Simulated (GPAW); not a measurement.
# Hf2Si (I4/mcm) in GPAW: reference runs

Reference runs on Hf2Si: the cell as given.

Everything below comes from runs of GPAW 26.7.0. Logs are shortened: lines on timing, memory, paths and dates and some standing lists are left out, and cuts for length are marked. The log counts tension as positive stress, the text compression.

## Step 1: Starting point

Symmetry: I4/mcm, No. 140, tetragonal system. The conventional cell has a = 6.551 Å, b = 6.551 Å, c = 5.166 Å, α = 90.00°, β = 90.00°, γ = 90.00°. Hf (site symmetry m2m) is surrounded by 4 Si at 2.79 Å and 3 Hf at 2.90 to 3.11 Å. Si (site symmetry 422) is surrounded by 2 Si at 2.58 Å and 8 Hf at 2.79 Å.

The cell comes from a database or a generator and needn't be the stable form of this composition.

## Step 2: Single point, PBEsol

Input file run.py:

```python
from ase import Atoms
from ase.dft.bandgap import bandgap
from ase.io import write
from ase.units import Bohr, GPa
from gpaw import GPAW, PW, setup_paths
from gpaw.elf import elf_from_dft_calculation

setup_paths.insert(0, '.')

atoms = Atoms(['Hf', 'Hf', 'Hf', 'Hf', 'Si', 'Si'],
              cell=[[-3.275352224, 3.275352224, 2.582823393],
                    [3.275352224, -3.275352224, 2.582823393],
                    [3.275352224, 3.275352224, -2.582823393]],
              scaled_positions=[[0.15648638, 0.65648638, 0.81297276],
                                [0.65648638, 0.84351362, 0.5],
                                [0.84351362, 0.34351362, 0.18702724],
                                [0.34351362, 0.15648638, 0.5],
                                [0.75, 0.75, 0.0],
                                [0.25, 0.25, 0.0]],
              pbc=True)

calc = GPAW(mode=PW(600),
            xc='PBEsol',
            kpts={'size': (7, 7, 7), 'gamma': True},
            occupations={'name': 'fermi-dirac', 'width': 0.05},
            nbands=51,
            convergence={'density': 1e-05, 'energy': 1e-05},
            maxiter=150,
            txt='gpaw.txt')
atoms.calc = calc
energy = atoms.get_potential_energy()
forces = atoms.get_forces()
stress = atoms.get_stress()
calc.write('gs.gpw')
write('result.traj', atoms)
print(f'Energy: {energy:.6f} eV')
print('Forces (eV/A):')
print(forces.round(4))
print('Stress (GPa):', (stress / GPa).round(3))
print('Fermi level:', round(calc.get_fermi_level(), 4), 'eV')
print(f'Gap: {bandgap(calc)[0]:.4f} eV, direct: {bandgap(calc, direct=True)[0]:.4f} eV')

# fields on the real-space grid
write('density.cube', atoms, data=calc.get_pseudo_density() * Bohr**3)
write('potential.cube', atoms, data=calc.get_electrostatic_potential())
write('elf.cube', atoms, data=elf_from_dft_calculation(calc).data)
```

Potentials or basis: PAW data sets generated in the run's folder for this functional, pw.

Launch:

```bash
> gpaw-setup -f PBEsol Hf Si
> OMP_NUM_THREADS=1 python run.py
```

gpaw.txt:

```text
__  _  _
 | _ |_)|_||  |
 |__||  | ||/\| - 26.7.0

Input parameters:
  mode=PW(ecut=600.0),
  convergence={'density': 1e-05, 'energy': 1e-05},
  kpts=MonkhorstPack(size=(7, 7, 7), gamma=True),
  maxiter=150,
  nbands=51,
  occupations=Occupations(name='fermi-dirac', width=0.05),
  xc=XC(name='PBEsol')

Diagonalizing LCAO Hamiltonian
Converting LCAO to pw mode

         HSi
                Hf

          Si  Hf
                     Hf

Atoms  # Å, Bohr magnetons
|   | symbol |         x |         y |        z |    initial magnetic moments |
|---|--------|-----------|-----------|----------|-----------------------------|
| 0 |     Hf |  4.300448 |  1.025096 | 0.000000 | ( 0.0000,  0.0000,  0.0000) |
| 1 |     Hf |  2.250256 |  1.025096 | 2.582823 | ( 0.0000,  0.0000,  0.0000) |
| 2 |     Hf | -1.025096 |  2.250256 | 2.582823 | ( 0.0000,  0.0000,  0.0000) |
| 3 |     Hf |  1.025096 |  2.250256 | 0.000000 | ( 0.0000,  0.0000,  0.0000) |
| 4 |     Si |  0.000000 | -0.000000 | 3.874235 | ( 0.0000,  0.0000,  0.0000) |
| 5 |     Si |  0.000000 |  0.000000 | 1.291412 | ( 0.0000,  0.0000,  0.0000) |

Unit cell  # Å
| periodic |         x |         y |         z |  lengths |     angles |
|----------|-----------|-----------|-----------|----------|------------|
|      yes | -3.275352 |  3.275352 |  2.582823 | 5.303474 | 103.719852 |
|      yes |  3.275352 | -3.275352 |  2.582823 | 5.303474 | 103.719852 |
|      yes |  3.275352 |  3.275352 | -2.582823 | 5.303474 | 121.712044 |

Number of symmetries: 8
Symmetry operations  # r_c * U_cc + t_c -> r_c
|   | kind |            matrix            |
|---|------|------------------------------|
| 0 |  C4  |  1, 1, 1,  0, 0,-1, -1, 0, 0 |
| 1 |  E   |  1, 0, 0,  0, 1, 0,  0, 0, 1 |
| 2 |  C2  |  0, 1, 0,  1, 0, 0, -1,-1,-1 |
| 3 |  S4  |  0, 0, 1, -1,-1,-1,  0, 1, 0 |
| 4 |  C4  |  0, 0,-1,  1, 1, 1,  0,-1, 0 |
| 5 |  σ   |  0,-1, 0, -1, 0, 0,  1, 1, 1 |
| 6 |  i   | -1, 0, 0,  0,-1, 0,  0, 0,-1 |
| 7 |  S4  | -1,-1,-1,  0, 0, 1,  1, 0, 0 |

BZ-sampling:
  Number of BZ points: 343
  Number of IBZ points: 52

  Monkhorst-Pack size: [7, 7, 7]
  Monkhorst-Pack shift: [0, 0, 0]

K-points  # in reciprocal-cell coordinates
|     |                                coordinates |     weight |
|-----|--------------------------------------------|------------|
|   0 | (  0.00000000,   0.00000000,   0.00000000) | 0.00291545 |
|   1 | (  0.14285714,  -0.14285714,   0.00000000) | 0.01166181 |
|   2 | (  0.14285714,  -0.14285714,   0.14285714) | 0.01166181 |
|   3 | (  0.14285714,   0.00000000,   0.00000000) | 0.02332362 |
|   4 | (  0.14285714,   0.14285714,  -0.14285714) | 0.00583090 |
|   5 | (  0.28571429,  -0.28571429,  -0.14285714) | 0.01166181 |
|   6 | (  0.28571429,  -0.28571429,   0.00000000) | 0.01166181 |
|   7 | (  0.28571429,  -0.28571429,   0.14285714) | 0.01166181 |
|   8 | (  0.28571429,  -0.28571429,   0.28571429) | 0.01166181 |
|   9 | (  0.28571429,  -0.14285714,  -0.14285714) | 0.02332362 |
| ... |                                            |            |
|  51 | (  0.42857143,   0.42857143,   0.42857143) | 0.02332362 |

Plane wave coefficients: 3735
Cutoff: 600.0 eV

Spin-components: 1 (collinear spins)
Bands:           51
Projectors:      34
Spin-degeneracy: 2
Datatype:        complex128

Parallelization:
  kpt:    1
  domain: 1
  band:   1

Density:
  Valence electrons: 56.0
  Components: 1
  Grid points: [30 30 30]
  Charge: 0.0  # |e|

Potential:
  Grid points: [30 30 30]

species:
  Hf:
    name:    Hafnium
    Z:       72.0
    valence: 12
    core:    60
    charge:  0.0  # [|e|]
    compensation charges:
      type: gauss
      rc: 0.41  # [Å]
      lmax: 2
    cutoffs:
      filter: 2.36  # [Å]
      core: 4.02  # [Å]
    projectors
    | kind |    occ | energy [eV] | rcut [Å] |
    |------|--------|-------------|----------|
    |   5s |  2.000 |     -66.855 |    1.397 |
    |   6s |  2.000 |      -5.120 |    1.397 |
    |   5p |  6.000 |     -35.615 |    1.307 |
    |   6p |  0.000 |      -1.375 |    1.307 |
    |   5d |  2.000 |      -2.724 |    1.334 |
    |    d |        |      24.487 |    1.334 |

    Using partial waves for Hf as LCAO basis

  Si:
    name:    Silicon
    Z:       14.0
    valence: 4
    core:    10
    charge:  0.0  # [|e|]
    compensation charges:
      type: gauss
      rc: 0.33  # [Å]
      lmax: 2
    cutoffs:
      filter: 1.86  # [Å]
      core: 2.06  # [Å]
    projectors
    | kind |    occ | energy [eV] | rcut [Å] |
    |------|--------|-------------|----------|
    |   3s |  2.000 |     -10.768 |    1.058 |
    |   3p |  2.000 |      -4.057 |    1.058 |
    |    s |        |      16.444 |    1.058 |
    |    p |        |      23.155 |    1.058 |
    |    d |        |       0.000 |    1.058 |

    Using partial waves for Si as LCAO basis

Reference energy: -1654792.894690  # eV

eigensolver:
  PPCG
  Converge bands: occupied
  niter=2

density mixing:
  MSR1-Mixer
  Pratt-step length: 0.05
  Maximum mixing coefficient: 0.75
  Old densities: 10
  SVD Regularization: 0.005
  Good broyden scale: 1.0
  Trust region scale: 1.0
  Backstep threshold: 4.0
  History deletion threshold: 6.0
  Fourier metric: weight=20.0, sigma=0.015

occupation numbers:
  Fermi-Dirac:
    width: 0.0500  # eV

poisson solver:
  ecut: 4800.0  # eV

xc functional:
  name: PBEsol with 2 nearest neighbor stencil

convergence criteria:
- Maximum integral of absolute [dens]ity change: 1e-05 electrons / valence electron
- Maximum [total energy] change in last 3 cyles: 1e-05 eV / valence electron
- Maximum integral of absolute [eigenst]ate change: 4e-08 eV^2 / valence electron
maximum number of iterations: 150

SCF iterations
|iter     | |      energy | eigst |  dens |
|---------|-|-------------|-------|-------|
|iter:   1| |  -49.139591 | +0.12 |       |
|iter:   2| |  -49.124113 | -1.77 | -1.22 |
|iter:   3| |  -49.912719 | -0.75 | -1.24 |
|iter:   4| |  -48.583142 | -1.07 | -1.30 |
|iter:   5| |  -48.556555 | -2.45 | -1.78 |
|iter:   6| |  -48.563296 | -3.62 | -2.23 |
|iter:   7| |  -48.563516 | -4.85 | -2.99 |
|iter:   8| |  -48.563516c| -6.33 | -3.80 |
|iter:   9| |  -48.563516c| -7.56c| -4.44 |
|iter:  10| |  -48.563516c| -8.37c| -5.18c|

Converged in 10 steps
Energy contributions relative to reference atoms: (reference = -1654792.894690)

Energy contributions:
  Kinetic:          42.513777
  Coulomb:         -38.779527
  Zero:             -2.007327
  External:          0.000000
  Xc:              -50.278841
  Entropy:          -0.023196
  Spinorbit:         0.000000
  ----------------------------
  Free energy:     -48.575115
  Extrapolated:    -48.563516

dipole moment: (-14.237775, -14.237775, 11.227297)  # |e|*Ang

Fermi level: 9.855
Eigenvalues  # (at kpt = [0.000, 0.000, 0.000])
| band index |      eig [eV] | occ [0-2] |
|------------|---------------|-----------|
|          0 |       -51.334 |     2.000 |
|        ... |               |           |
|         20 |         6.644 |     2.000 |
|         21 |         6.644 |     2.000 |
|         22 |         8.481 |     2.000 |
|         23 |         8.481 |     2.000 |
|         24 |         8.592 |     2.000 |
|         25 |         8.592 |     2.000 |
[... 8 lines left out ...]
|         34 |        12.479 |     0.000 |
|         35 |        13.323 |     0.000 |
|        ... |               |           |
|         50 |        19.353 |     0.000 |

No gap
No difference between direct/indirect transitions

Forces  # eV/Ang
|        x |        y |        z |
|----------|----------|----------|
|  0.05611 |  0.05611 |  0.00000 |  # Hf   0
| -0.05611 |  0.05611 |  0.00000 |  # Hf   1
| -0.05611 | -0.05611 | -0.00000 |  # Hf   2
|  0.05611 | -0.05611 | -0.00000 |  # Hf   3
| -0.00000 |  0.00000 | -0.00000 |  # Si   4
|  0.00000 |  0.00000 |  0.00000 |  # Si   5

Stress tensor  # eV/Ang^3
|         x |        y |         z |
|-----------|----------|-----------|
|  0.011991 | 0.000000 | -0.000000 |
|  0.000000 | 0.011991 |  0.000000 |
| -0.000000 | 0.000000 |  0.009548 |

# Writing to gs.gpw (mode='')
```

It took 3.8 min on 1 thread of Arm Neoverse V1, shared host; peak memory 0.38 GiB.

What came out:

| Item | Value |
| --- | --- |
| Free energy | -48.5751 eV |
| Pressure | -1.8 GPa |
| Largest force | 0.079 eV/Å |
| Band gap on the k mesh | none (metal or under the smearing width) |

Forces in eV/Å, atoms in the order of the input:
```
Hf   0.056  0.056  0.000
Hf  -0.056  0.056  0.000
Hf  -0.056 -0.056  0.000
Hf   0.056 -0.056  0.000
Si   0.000  0.000  0.000
Si   0.000  0.000  0.000
```

Spin-orbit coupling is left out, which matters for the levels of Hf.
